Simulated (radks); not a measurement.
**Ionising magnesium step by step, Mg to Mg¹¹⁺**

An exercise on one series of results from a longer session: the logs are not shown, and one member is left open.

Program: radks (a radial shooting solver on a logarithmic mesh, Libxc functionals) version 1. Level of theory: scalar-relativistic Kohn-Sham, BLYP, spin-polarised, spherical densities, finite nucleus; open shells are filled with parallel spins first. These are calculated values, not measurements, unless marked.

## Starting point

```
element             : magnesium (Z = 12)
charges             : 0 to 11
first configuration : [Ne] 3s2
last configuration  : 1s1
```

The outer shells:

Mg
```
[Ne] core
3s [↑↓]
```

Mg¹¹⁺
```
1s [↑ ]
```

The first run:

Input:

```text
Z 12
configuration [Ne] 3s2
relativity scalar-relativistic
functional b88,lyp
spin polarised
nucleus finite rms 3.057 fm
c 137.035999084
```

Among the steps run: Mg, [Ne] 3s2; Mg⁺, [Ne] 3s1; Mg²⁺, [Ne]; Mg³⁺, [He] 2s2 2p5; Mg⁴⁺, [He] 2s2 2p4; Mg⁵⁺, [He] 2s2 2p3; Mg⁶⁺, [He] 2s2 2p2; Mg⁷⁺, [He] 2s2 2p1; Mg⁸⁺, [He] 2s2; Mg⁹⁺, [He] 2s1; Mg¹⁰⁺, [He]; Mg¹¹⁺, 1s1.

One of the session's tables, all rows but one given; the rest of the session is left out.

```
species  Δ-SCF (eV)  −ε(HOMO) (eV)
     Mg       7.640          4.572
    Mg⁺      15.469         11.842
   Mg²⁺           ?              ?
   Mg³⁺      109.74         94.734
   Mg⁴⁺      141.08         125.11
   Mg⁵⁺      187.46         168.76
   Mg⁶⁺      226.24         206.54
   Mg⁷⁺      266.43         246.21
   Mg⁸⁺      325.86         309.69
   Mg⁹⁺      368.95         351.77
  Mg¹⁰⁺      1762.1         1690.8
  Mg¹¹⁺      1962.1         1887.0
```

Estimate the missing values for Mg²⁺.

The run gave: Δ-SCF (eV): 80.513; −ε(HOMO) (eV): 66.739. In the column «Δ-SCF (eV)» it lies between Mg⁺ (15.469) and Mg³⁺ (109.74).

There the highest level belongs to another shell. Minus the highest eigenvalue gives 60 to 96 % of the Δ-SCF value along the ladder. Open shells are spherical and high-spin; term and fine-structure splittings are not resolved.
